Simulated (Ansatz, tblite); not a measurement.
# SrTlI3 with GFN1-xTB from a Python script

These are simulated results from tblite 0.8.0, not measurements. The cell was built from a prototype and was relaxed with r2SCAN in plane waves (Ansatz 0.2.0). It may be hypothetical. All runs are without spin polarisation.

Space group Pm-3m (No. 221), cubic; conventional cell a = 6.361 Å, 51.47 Å³ an atom. Around Tl lie 12 I at 4.50 Å; around Sr lie 6 I at 3.18 Å; around I lie 2 Sr at 3.18 Å and 4 Tl at 4.50 Å.

tblite solves periodic systems at the zone centre alone, so the script builds a cluster of 2×2×2 conventional cells (40 atoms), which folds in a coarse mesh of k points.

run.py reads:

```python
import json
from ase import Atoms
from ase.build import make_supercell
from ase.units import Bohr, GPa, Hartree
from tblite.interface import Calculator

atoms = Atoms(['Tl', 'Sr', 'I', 'I', 'I'],
              cell=[[6.36064496, 0.0, 0.0], [0.0, 6.36064496, 0.0], [0.0, 0.0, 6.36064496]],
              scaled_positions=[[0.0, 0.0, 0.0], [0.5, 0.5, 0.5], [0.5, 0.5, 0.0], [0.5, 0.0, 0.5], [0.0, 0.5, 0.5]],
              pbc=True)
cluster = make_supercell(atoms, [[2, 0, 0], [0, 2, 0], [0, 0, 2]])
calc = Calculator('GFN1-xTB', cluster.numbers, cluster.positions / Bohr, lattice=cluster.cell[:] / Bohr, periodic=cluster.pbc)
calc.set('temperature', 0.02 / Hartree)
calc.set('max-iter', 150)
res = calc.singlepoint()
levels = res.get('orbital-energies') * Hartree
nv = round(res.get('orbital-occupations').sum() / 2)
cells = len(cluster) // len(atoms)
out = {'energy_per_cell': res.get('energy') * Hartree / cells, 'homo': levels[nv - 1], 'lumo': levels[nv],
       'stress': (-res.get('virial') * Hartree / cluster.get_volume() / GPa).tolist(), 'charges': res.get('charges')[:len(atoms)].tolist(), 'electrons': 2 * nv / cells}
json.dump(out, open('results.json', 'w'))
for key, value in out.items():
    print(key, value)
```

Command: `python run.py`. It took 2.2 s on 1 thread of Arm Neoverse V1, on a shared host, peak memory 0.11 GiB.

What it printed:

```
------------------------------------------------------------
  cycle        total energy    energy error   density error
------------------------------------------------------------
      1     -109.3461467226  -1.0924749E+02   6.0561089E-01
      2      265.1201101437   3.7446626E+02   9.3597967E-01
      3      59.49371355922  -2.0562640E+02   7.6976556E-01
      4      50.75086667211  -8.7428469E+00   6.5474962E-01
      5     -52.89809234845  -1.0364896E+02   3.7109339E-01
      6     -45.92394128159   6.9741511E+00   4.4409616E-01
      7     -70.12174819039  -2.4197807E+01   3.2480995E-01
      8     -109.2487760246  -3.9127028E+01   1.0779427E-01
      9     -110.0784803853  -8.2970436E-01   1.3822583E-01
     10     -99.55983100949   1.0518649E+01   2.2843037E-01
     11     -83.46097719165   1.6098854E+01   3.0961622E-01
     12     -84.53836252863  -1.0773853E+00   3.0030019E-01
     13     -106.9975040878  -2.2459142E+01   1.0377786E-01
     14     -93.56196156546   1.3435543E+01   1.9765747E-01
     15     -82.91982496686   1.0642137E+01   2.5531510E-01
     16     -80.89856294740   2.0212620E+00   2.6508710E-01
     17     -86.25905898205  -5.3604960E+00   2.3759414E-01
     18     -85.13546569765   1.1235933E+00   2.4420516E-01
     19     -94.08454046271  -8.9490748E+00   2.0629278E-01
     20     -93.34446697113   7.4007349E-01   2.1733845E-01
     21     -100.1413373063  -6.7968703E+00   1.7163351E-01
     22     -109.8396966078  -9.6983593E+00   6.5691509E-02
     23     -110.9665451929  -1.1268486E+00   3.7728042E-02
     24     -111.3154516055  -3.4890641E-01   2.1398093E-02
     25     -111.4413238000  -1.2587219E-01   1.1883275E-02
     26     -111.4856566437  -4.4332844E-02   4.4749012E-03
     27     -111.4906379543  -4.9813106E-03   2.6176988E-03
     28     -111.4930917869  -2.4538326E-03   4.5997378E-04
     29     -111.4930354806   5.6306319E-05   5.7098351E-04
     30     -111.4931585947  -1.2311409E-04   1.9755865E-05
     31     -111.4931571138   1.4808940E-06   6.1511772E-05
     32     -111.4931584349  -1.3211346E-06   2.1107450E-05
     33     -111.4931585939  -1.5899701E-07   2.3590681E-06
------------------------------------------------------------

 total:                                   1.578 sec
energy_per_cell -379.2354221969022
homo 10.963800575953817
lumo 14.03804153263648
stress [[-2.9723315723481387, -0.0008096956675184761, -0.0008096956675699902], [-0.0008096956675184776, -2.972331572348148, -0.0008096956675426319], [-0.0008096956675700054, -0.0008096956675426616, -2.9723315723481636]]
charges [0.6089621515324182, 0.5180459168473409, -0.37816464610418865, -0.37816464610421296, -0.37816464610421935]
electrons 26.0
```

The cycle table is in hartree for the whole cluster, and the lines after it are in eV (the energy for one cell). The printed stress is in GPa and positive in compression, and the pressure is its mean diagonal.

GFN1-xTB gives a gap of 3.07 eV. On the same cell, plane-wave PBE (Ansatz, 4×4×4 k points and the special points) gives a gap of 2.52 eV and r2SCAN a gap of 2.92 eV; on shared hosts these took about 9.9 and 21 core-seconds on the 5-atom cell, against 2.2 for the script. Spin-orbit coupling, left out in all these runs, can cut or reorder the gap by tenths of an eV, up to about 1 eV with Pb or Bi. xTB was fitted to molecules, so gaps, charges and pressures of solids can be far off, and the gap also depends on the size of the cluster.

The same script was run on cells scaled at fixed shape and fractional coordinates:

```
volume (Å³/atom)  energy (meV/atom)  pressure (GPa, positive in compression)  gap (eV)
           45.29              -73.2                                    -0.38      3.38
           48.38              -48.9                                    -2.01      3.23
           51.47                0.0                                    -2.97      3.07
           54.56               63.2                                    -3.53      2.92
           57.64              134.7                                    -3.84      2.78
```

The minimum lies beyond the smallest of these volumes.

xTB was fitted mostly to molecules, and a small cluster samples few k points, so gaps, pressures and kinks along a curve can be far from a solid's.

Spin-orbit coupling is left out; in compounds of Pb, Bi, Tl or Hg it can lower a gap by up to about 1 eV, split its edges or invert the bands.
